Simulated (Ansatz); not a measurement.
# C, space group Fd-3m: a convergence test of the k-point mesh

Computed with Ansatz 0.2.0, Python API.

The cells in order, each with its output:

In [1]:
```python
import warnings

import ansatz
from tabulate import tabulate
```

In [2]:
```python
warnings.simplefilter("ignore", ansatz.DeckWarning)
```

In [3]:
```python
lattice = ansatz.Lattice.of(
    (0.0, 1.78337, 1.78337),
    (1.78337, 0.0, 1.78337),
    (1.78337, 1.78337, 0.0),
)
sites = [
    ("C", (0.0, 0.0, 0.0)),
    ("C", (0.25, 0.25, 0.25)),
]
cell = ansatz.Crystal(lattice=lattice)
for symbol, position in sites:
    cell = cell.atom(symbol, position)

cell.resolved().tree()["lattice"]
```
Out [3]:
```text
((0.0, 1.78337, 1.78337), (1.78337, 0.0, 1.78337), (1.78337, 1.78337, 0.0))
```

In [4]:
```python
setup = (
    cell.calculation()
    .functional("PBE")
    .basis(18 * ansatz.Ha)
    .occupations("Fixed")
    .forces()
    .stress()
)
```

In [5]:
```python
rows = []
for value in [(4, 4, 4), (6, 6, 6), (8, 8, 8), (10, 10, 10), (12, 12, 12), (14, 14, 14)]:
    rep = setup.kpoints(*value).run().report
    rows.append((value, rep["free_energy_ev"] / len(rep["lattice"]["sites"]), rep["n_iterations"], sum(rep["stress_gpa"][i][i] for i in range(3)) / 3, max(abs(f) for row in rep["forces_ev_ang"] for f in row), rep["n_kpoints"]))
```

In [6]:
```python
print(tabulate(rows, headers=["mesh", "F/atom (eV)", "iterations", "P (GPa)", "max component (eV/A)", "k-points"], floatfmt=".4f", tablefmt="simple"))
```
```text
mesh            F/atom (eV)    iterations    P (GPa)    max component (eV/A)    k-points
------------  -------------  ------------  ---------  ----------------------  ----------
(4, 4, 4)         -250.7447             6     2.9255                  0.0000           8
(6, 6, 6)         -250.8063             6     1.8945                  0.0000          16
(8, 8, 8)         -250.8105             6     1.8252                  0.0000          29
(10, 10, 10)      -250.8109             6     1.8216                  0.0000          47
(12, 12, 12)      -250.8110             6     1.8217                  0.0000          72
(14, 14, 14)      -250.8110             6     1.8212                  0.0000         104
```

In [7]:
```python
# the last row is the reference
for row in rows[:-1]:
    shift = 1000 * (row[1] - rows[-1][1])
    print(f"{row[0]}: {shift:+.2f} meV/atom" + ("  (within 5 meV)" if abs(shift) < 5 else ""))
```
```text
(4, 4, 4): +66.23 meV/atom
(6, 6, 6): +4.67 meV/atom  (within 5 meV)
(8, 8, 8): +0.41 meV/atom  (within 5 meV)
(10, 10, 10): +0.04 meV/atom  (within 5 meV)
(12, 12, 12): +0.00 meV/atom  (within 5 meV)
```

From 6×6×6 on it stays within 5 meV an atom of the value at 14×14×14; the first row (4×4×4) is off by 66.2 meV and the last but one by 0.00 meV. The pressure moves from 2.93 to 1.82 GPa.

Reading the output:
- Forces vanish by symmetry here and test nothing.
- Pressure is positive in compression.
- Shifts are counted from the finest mesh, which is itself no proven limit.
- Timing: 2.7 s on 1 thread of Arm Neoverse V2, on a shared host, peak memory 0.23 GiB.
